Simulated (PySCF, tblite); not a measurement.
# C9H15B: geometry, infrared bands and NMR shifts

Aim: predict the infrared bands and NMR shifts of C9H15B (`CC(C)B[C@@H]1CCC12C=C2`).

Computed with tblite 0.8.0 and PySCF 2.14.0, with density-fitted response routines of our own, on a single molecule in the gas phase. Atoms are numbered from 0 throughout.

**1. The starting structure**

25 atoms, charge 0, multiplicity 1; geometry from: force field or distance geometry start.

Bonds of the start (Å): C0–C1 1.53, C1–C2 1.54, C1–B3 1.60, B3–C4 1.61, C4–C5 1.56, C5–C6 1.54, C6–C7 1.51, C7–C8 1.40, C8–C9 1.46, C7–C4 1.50, C9–C7 1.39, C0–H10 1.10, C0–H11 1.12, C0–H12 1.10, C1–H13 1.12, C2–H14 1.12, C2–H15 1.11, C2–H16 1.11, B3–H17 1.17, C4–H18 1.11, C5–H19 1.10, C5–H20 1.11, C6–H21 1.11, C6–H22 1.11, C8–H23 1.09, C9–H24 1.09.

**2. Geometry optimisation with GFN2-xTB**

What the job is given:

```
{"job": {"kind": "relax", "xc": "GFN2-xTB", "basis": "xTB"}, "charge": 0, "multiplicity": 1}
C      1.993100     1.655900     0.538100
C      1.727600     0.192800     0.184900
C      2.998400    -0.457300    -0.395800
B      0.506700     0.066500    -0.837700
C     -0.767900    -0.843800    -0.455400
C     -1.939900    -0.723000    -1.479300
C     -2.848400    -0.056000    -0.424800
C     -1.691300    -0.195700     0.535600
C     -1.925700    -0.878500     1.735900
C     -1.447100     0.500600     1.717800
H      2.806400     1.737700     1.277000
H      1.072200     2.110100     0.990900
H      2.258300     2.238200    -0.358900
H      1.475100    -0.354000     1.127100
H      3.289600     0.069000    -1.335200
H      2.803800    -1.526800    -0.606900
H      3.828300    -0.387900     0.330700
H      0.587800     0.563100    -1.893000
H     -0.511600    -1.897000    -0.225300
H     -2.312400    -1.717100    -1.783200
H     -1.740600    -0.040900    -2.334900
H     -3.073200     1.006100    -0.656700
H     -3.728900    -0.674900    -0.154200
H     -2.249300    -1.766500     2.278300
H     -1.121900     1.403500     2.234100
```

The run is started by

```bash
$ OMP_NUM_THREADS=1 python probes_run.py task.json out
```

This one command runs all jobs of the session in turn.

**Question.** This job is followed by: GFN2-xTB harmonic vibrations, gas phase; GIAO PBE0/pcSseg-1 NMR shielding, non-relativistic, gas phase. What will the session give for the following? strongest single infrared mode (GFN2-xTB); zero-point energy (GFN2-xTB); 13C shifts against TMS (PBE0/pcSseg-1); 1H shifts against TMS (PBE0/pcSseg-1, means over atoms taken as alike); 11B shifts against BF3·OEt2 (PBE0/pcSseg-1).

The runs gave:

| quantity | value |
| --- | --- |
| strongest single infrared mode (GFN2-xTB) | 2618 cm⁻¹, 125 km/mol |
| zero-point energy (GFN2-xTB) | 133.5 kcal/mol |
| 13C shifts against TMS (PBE0/pcSseg-1) | 134.6, 133.3, 48.0, 37.6, 29.6, 25.4, 21.6, 21.6, 16.5 ppm |
| 1H shifts against TMS (PBE0/pcSseg-1, means over atoms taken as alike) | 7.85, 7.56, 7.54, 2.80, 2.35, 2.26, 2.24, 2.08, 1.22, 1.04, 0.76 ppm |
| 11B shifts against BF3·OEt2 (PBE0/pcSseg-1) | 89.7 ppm |

In words: The optimisation took 131 steps and gained 1.526 eV; among the close pairs (by a distance rule), C8–C9 changed most, from 1.460 to 1.306 Å. No mode is imaginary among the 69: a minimum at this level. The strongest single mode, at 2618 cm⁻¹, moves mainly H17. Unscaled tight-binding wavenumbers are off by several per cent, some by more. Its intensities can rank the bands wrongly.
